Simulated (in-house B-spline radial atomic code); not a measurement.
# Sr⁵⁺: excited configurations

Wanted: excitation energies of Sr⁵⁺ as differences of total energies (ΔSCF).

Method: scalar-relativistic (spin-free one-electron X2C) M06-2X, spin-polarised, spherical density, exact exchange averaged over the configuration, Fermi nucleus, basis-set limit. Code: in-house B-spline radial atomic code version 1.

## Step 1: The system

```
element       : strontium (Z = 38)
charge        : +5
electrons     : 33
configuration : [Ar] 3d10 4s2 4p3
Hamiltonian   : scalar-relativistic (X2C)
nucleus       : Fermi, rms radius 4.224 fm
```

The outer shells:

[Ar] 3d10 4s2 4p3
```
[Ar] core
3d [↑↓][↑↓][↑↓][↑↓][↑↓]
4s [↑↓]
4p [↑ ][↑ ][↑ ]
```

Where spins are not typed, each open shell is filled with up spins first.

## Step 2: The base configuration

Input settings:

```ini
Z = 38
electrons = 33.0
configuration = [Ar] 3d10 4s2 4p3
hamiltonian = x2c
method = m062x
spin_polarised = True
nucleus = fermi
rms_radius = 4.224
mass_number = 88
atomic_mass = 87.905612253
speed_of_light = 137.035999084
exact_exchange = averaged over the configuration
```

Started as:

```console
$ python run_scf.py task.json out
```

One command runs all members of the session, one after another, from task.json.

## Step 3: Configuration [Ar] 3d10 4s1 4p4

Settings: those of step 2 with these lines changed.

```diff
@@ -2,3 +2,3 @@
 electrons = 33.0
-configuration = [Ar] 3d10 4s2 4p3
+configuration = [Ar] 3d10 4s1 4p4
 hamiltonian = x2c
```

## Step 4: [Ar] 3d9 4s2 4p4

Settings: those of step 3 with these lines changed.

```diff
@@ -2,3 +2,3 @@
 electrons = 33.0
-configuration = [Ar] 3d10 4s1 4p4
+configuration = [Ar] 3d9 4s2 4p4
 hamiltonian = x2c
```

## Step 5: Run with [Ar] 3d10 4s1 4p3 4d1

Settings: those of step 4 with these lines changed.

```diff
@@ -2,3 +2,3 @@
 electrons = 33.0
-configuration = [Ar] 3d9 4s2 4p4
+configuration = [Ar] 3d10 4s1 4p3 4d1
 hamiltonian = x2c
```

## Step 6: Run with [Ne] 3s2 3p5 3d10 4s2 4p4

Settings: those of step 5 with these lines changed.

```diff
@@ -2,3 +2,3 @@
 electrons = 33.0
-configuration = [Ar] 3d10 4s1 4p3 4d1
+configuration = [Ne] 3s2 3p5 3d10 4s2 4p4
 hamiltonian = x2c
```

## Step 7: Run with [Ar] 3d10 4s2 4p2 5s1

Settings: those of step 6 with these lines changed.

```diff
@@ -2,3 +2,3 @@
 electrons = 33.0
-configuration = [Ne] 3s2 3p5 3d10 4s2 4p4
+configuration = [Ar] 3d10 4s2 4p2 5s1
 hamiltonian = x2c
```

## Step 8: [Ar] 3d10 4s1 4p3 5p1

Settings: those of step 7 with these lines changed.

```diff
@@ -2,3 +2,3 @@
 electrons = 33.0
-configuration = [Ar] 3d10 4s2 4p2 5s1
+configuration = [Ar] 3d10 4s1 4p3 5p1
 hamiltonian = x2c
```

Before running: How far above the reference does each configuration lie (order and size, in eV)?

As calculated:

| net move | configuration | 2|M_S|+1 | energy above the reference (eV) | largest <r> (bohr) |
| --- | --- | --- | --- | --- |
| 4s → 4p | [Ar] 3d10 4s1 4p4 | 4 | 19.034 | 1.43 |
| 4p → 5s | [Ar] 3d10 4s2 4p2 5s1 | 4 | 41.150 | 2.64 |
| 4s → 4d | [Ar] 3d10 4s1 4p3 4d1 | 6 | 43.878 | 1.68 |
| 4s → 5p | [Ar] 3d10 4s1 4p3 5p1 | 6 | 62.716 | 2.87 |
| 3d → 4p | [Ar] 3d9 4s2 4p4 | 4 | 122.57 | 1.38 |
| 3p → 4p | [Ne] 3s2 3p5 3d10 4s2 4p4 | 4 | 255.70 | 1.38 |

What this shows: The lowest of them is 4s → 4p at 19.034 eV and the highest 3p → 4p at 255.70 eV. 1 of them lies more than 60 % above minus the reference's highest level (85.377 eV), in the range where a state can decay by emitting an electron. Two partly filled shells share a symmetry and can mix in the average, which may lower the energy, for: 3p → 4p. The reference has 2|M_S|+1 = 4; 2 of the configurations differ from it in spin. These are spherical averages at the typed spins, not spectroscopic levels.
